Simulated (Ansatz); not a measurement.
**SrMg3: equation of state with PBE**

SrMg3:

```
Sr Mg
1.0
    -1.81308    5.58281    2.98407
     1.81308   -5.58281    2.98407
     1.81308    5.58281   -2.98407
Sr Mg
1 3
Direct
  0.34591 0.34591 0.00000
  0.23352 0.99240 0.24112
  0.75128 0.99240 0.75888
  0.83597 0.33597 0.50000
```

The cell comes from a database or a generator and needn't be the stable form of this composition.

| Item | Value |
| --- | --- |
| Program | Ansatz 0.2.0 |
| Task | equation of state |
| Functional | PBE |
| Potentials or basis | Ansatz PAW |
| Cutoff | 420 eV |
| Density cutoff | 1680 eV |
| k mesh | 9 × 9 × 9 |
| Occupations | fermi-dirac, width 0.05 eV |
| Spin | no spin polarisation |

| Item | Value |
| --- | --- |
| Equilibrium volume | 30.27 Å³/atom |
| Bulk modulus at fixed shape and positions | 23 GPa |
| Pressure derivative of the bulk modulus | 3.9 |

Energy against volume, from the lowest point:
```csv
volume (Å³/atom),energy (meV/atom)
28.393,9.26
28.997,4.11
29.601,1.09
30.205,0.00
30.809,0.66
31.413,2.92
32.017,6.61
```

All runs of the series together: 4.1 min on 2 threads of Intel(R) Xeon(R) Processor @ 2.50GHz (Skylake/Cascade Lake), on a shared host.

Caveat: the cell was scaled at fixed shape and fractional positions, which overstates the stiffness of a crystal with free parameters, most of all of layers and chains.
